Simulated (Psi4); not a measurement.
# GeHF (SMILES [F][GeH]): wB97M-V/aug-cc-pVTZ (sweep point 2)

What is the energy change on altering one bond length of GeHF at wB97M-V/aug-cc-pVTZ (sweep point 2)? 

The calculation is run with Psi4 1.11.

## Step 1: The molecule

The species is GeHF (3 atoms), meant as a singlet with charge 0. SMILES: `[F][GeH]`. The shape is that of a PBE0-D4/def2-TZVP optimisation.

Bond lengths: F1–Ge2 1.757 Å, Ge2–H3 1.609 Å. Angles: F1–Ge2–H3 94.2°.

## Step 2: The energy at wB97M-V/aug-cc-pVTZ (sweep point 2)

fgeh.inp reads:

```
memory 1600 MB

molecule m {
  F      1.27008493     1.91353667     0.88760436
  Ge    -1.24325082     0.36887454    -0.63419209
  H     -0.04762110    -2.40505444    -0.27854563
  units bohr
  symmetry c1
}

set puream true
set scf_type pk
set dft_radial_points 99
set dft_spherical_points 590

energy("wb97m-v/aug-cc-pVTZ")
```

Launch:

```
$ psi4 fgeh.inp fgeh.out -n 1
```

fgeh.out, cut to the lines that bear on the results:

```text
[...]
  Running in c1 symmetry.
[...]
  Nuclear repulsion =   99.212640339823849
[...]
  Multiplicity = 1
[...]
  Nalpha       = 21
  Nbeta        = 21
[...]
    Number of basis functions: 128
[...]
   @RKS iter   1: -2176.39354355659589   -2.93278e+00   1.59486e-02 ADIIS/DIIS
[...]
   @RKS iter   8: -2177.39100020523802   -2.35566e-07   7.44814e-07 DIIS
[...]
    Orbital Energies [Eh]
    ---------------------
    Doubly Occupied:
       1A   -399.380277     2A    -50.106262     3A    -44.511718
       4A    -44.509271     5A    -44.507953     6A    -24.876658
       7A     -6.433779     8A     -4.573963     9A     -4.566209
      10A     -4.560248    11A     -1.377669    12A     -1.366129
      13A     -1.361396    14A     -1.361065    15A     -1.354761
      16A     -1.268229    17A     -0.650144    18A     -0.528307
      19A     -0.520406    20A     -0.493726    21A     -0.346451
[...]
  @RKS Final Energy: -2177.39100020523802
   => Energetics <=
    Nuclear Repulsion Energy =             99.2126403398238494
    One-Electron Energy =               -3232.1012092441646928
    Two-Electron Energy =                1026.2439384701149265
    DFT Exchange-Correlation Energy =     -70.9234812781557906
    Empirical Dispersion Energy =           0.0000000000000000
    VV10 Nonlocal Energy =                  0.1771115071433701
    Total Energy =                      -2177.3910002052384698
[...]
 Multipole Moments:
 ------------------------------------------------------------------------------------
     Multipole            Electronic (a.u.)      Nuclear  (a.u.)        Total (a.u.)
 ------------------------------------------------------------------------------------
 L = 1.  Multiply by 2.5417464519 to convert [e a0] to [Debye]
 Dipole X            :         -2.8471031            2.1520645           -0.6950386
 Dipole Y            :          0.4235577           -0.7472827           -0.3237250
 Dipole Z            :         -0.0000000           -0.0000000           -0.0000000
 Magnitude           :                                                    0.7667310
[...]
```

Run time: 65 s. Hardware: 1 thread of Intel Xeon Platinum 8488C (Sapphire Rapids), shared host; peak memory 1.9 GiB.

## Step 3: The distorted shape

calc.dat reads:

```
memory 1600 mb

molecule {
  0 1
  F      2.52680949     2.68590176     1.64853660
  Ge    -1.24325082     0.36887454    -0.63419209
  H     -0.04762110    -2.40505444    -0.27854563
  units bohr
  symmetry c1
}

set basis aug-cc-pVTZ
set puream true
set scf_type pk
set dft_radial_points 99
set dft_spherical_points 590

E, wfn = energy('wb97m-v', return_wfn=True)
```

Launch:

```
$ psi4 -i calc.dat -o calc.out -n 1
```

calc.out, cut to the lines that bear on the results:

```text
[...]
  Running in c1 symmetry.
[...]
  Nuclear repulsion =   69.855933374186790
[...]
  Multiplicity = 1
[...]
  Nalpha       = 21
  Nbeta        = 21
[...]
    Number of basis functions: 128
[...]
   @RKS iter   1: -2176.36371123271920   -3.36960e+00   1.53192e-02 DIIS/ADIIS
[...]
   @RKS iter   9: -2177.29152674990110   -2.68945e-07   5.30377e-07 DIIS
[...]
    Orbital Energies [Eh]
    ---------------------
    Doubly Occupied:
       1A   -399.455705     2A    -50.180229     3A    -44.585376
       4A    -44.584415     5A    -44.581461     6A    -24.767250
       7A     -6.504142     8A     -4.643193     9A     -4.638756
      10A     -4.628639    11A     -1.436908    12A     -1.436525
      13A     -1.428624    14A     -1.425107    15A     -1.424217
      16A     -1.128431    17A     -0.661937    18A     -0.427073
      19A     -0.387445    20A     -0.384613    21A     -0.378758
[...]
  @RKS Final Energy: -2177.29152674990110
   => Energetics <=
    Nuclear Repulsion Energy =             69.8559333741867903
    One-Electron Energy =               -3172.3807640567274575
    Two-Electron Energy =                 995.8788831645978235
    DFT Exchange-Correlation Energy =     -70.8244044915983864
    Empirical Dispersion Energy =           0.0000000000000000
    VV10 Nonlocal Energy =                  0.1788252596399167
    Total Energy =                      -2177.2915267499010952
[...]
 Multipole Moments:
 ------------------------------------------------------------------------------------
     Multipole            Electronic (a.u.)      Nuclear  (a.u.)        Total (a.u.)
 ------------------------------------------------------------------------------------
 L = 1.  Multiply by 2.5417464519 to convert [e a0] to [Debye]
 Dipole X            :         -5.3844966            2.8927997           -2.4916969
 Dipole Y            :         -1.0164352           -0.3557417           -1.3721768
 Dipole Z            :          0.0000000           -0.0000000            0.0000000
 Magnitude           :                                                    2.8445426
[...]
```

Wall time 65 s (1 thread of Intel Xeon Platinum 8488C (Sapphire Rapids), shared host); peak memory 1.9 GiB.

## Step 4: Outcome

At wB97M-V/aug-cc-pVTZ (sweep point 2):

```
                                                          quantity           value
                                         first shape: total energy  -2177.39100 Eh
                                        first shape: dipole moment          1.95 D
                                          first shape: HOMO energy        -9.43 eV
                                          first shape: LUMO energy        -1.01 eV
                                        first shape: HOMO–LUMO gap         8.41 eV
                                     distorted shape: total energy  -2177.29153 Eh
                                    distorted shape: dipole moment          7.23 D
                                      distorted shape: HOMO energy       -10.31 eV
                                      distorted shape: LUMO energy        -2.46 eV
                                    distorted shape: HOMO–LUMO gap         7.85 eV
energy change with the F1–Ge2 bond stretched from 1.757 to 2.635 Å        2.707 eV
```

With the F1–Ge2 bond stretched from 1.757 to 2.635 Å the energy rises by 2.71 eV (62 kcal/mol). The first shape isn't relaxed at this level, so the change isn't measured from a minimum.
